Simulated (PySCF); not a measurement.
# C5H4F2: the cost of one run

Programs: PySCF 2.14.0, with density-fitted response routines of our own. Each step states its level of theory. These are calculated values for one molecule in the gas phase, unless marked as measured. Atoms are numbered from 0 throughout.

## Step 1: Starting geometry

11 atoms, charge 0, multiplicity 1; geometry from: GFN2-xTB. The atoms were then displaced at random by about 0.01 Å, so the start is not that level's minimum.

Bonds of the start (Å): F0–C1 1.37, C1–F2 1.38, C1–C3 1.51, C3–C4 1.28, C4–C5 1.45, C5–C6 1.32, C6–C4 1.45, C1–H7 1.11, C3–H8 1.11, C5–H9 1.07, C6–H10 1.05.

## Step 2: Geometry optimisation at PBE0-D3(BJ)/def2-SVP

What the job is given:

```
{"job": {"xc": "PBE0", "basis": "def2-SVP", "d3": "d3bj", "grid": 1, "shake": 0.01, "kind": "geom"}, "charge": 0, "multiplicity": 1}
F     -2.075760    -1.721070    -0.389340
C     -1.572130    -0.450450    -0.534000
F     -2.662550     0.390460    -0.551800
C     -0.598530    -0.118970     0.577810
C      0.625090     0.183270     0.356780
C      1.945760     0.570840     0.804760
C      1.772370     0.419450    -0.496840
H     -1.081330    -0.389010    -1.531250
H     -1.053690    -0.150810     1.593370
H      2.591930     0.791430     1.630170
H      2.146940     0.449030    -1.475320
```

Command:

```console
> OMP_NUM_THREADS=1 python probes_run.py task.json out
```

One launch serves the whole session: the jobs run in the order shown.

Q: Estimate the wall time and peak memory of this first job on 1 thread of Arm Neoverse V1, shared host.

About 38 s, with a peak of 0.49 GiB.
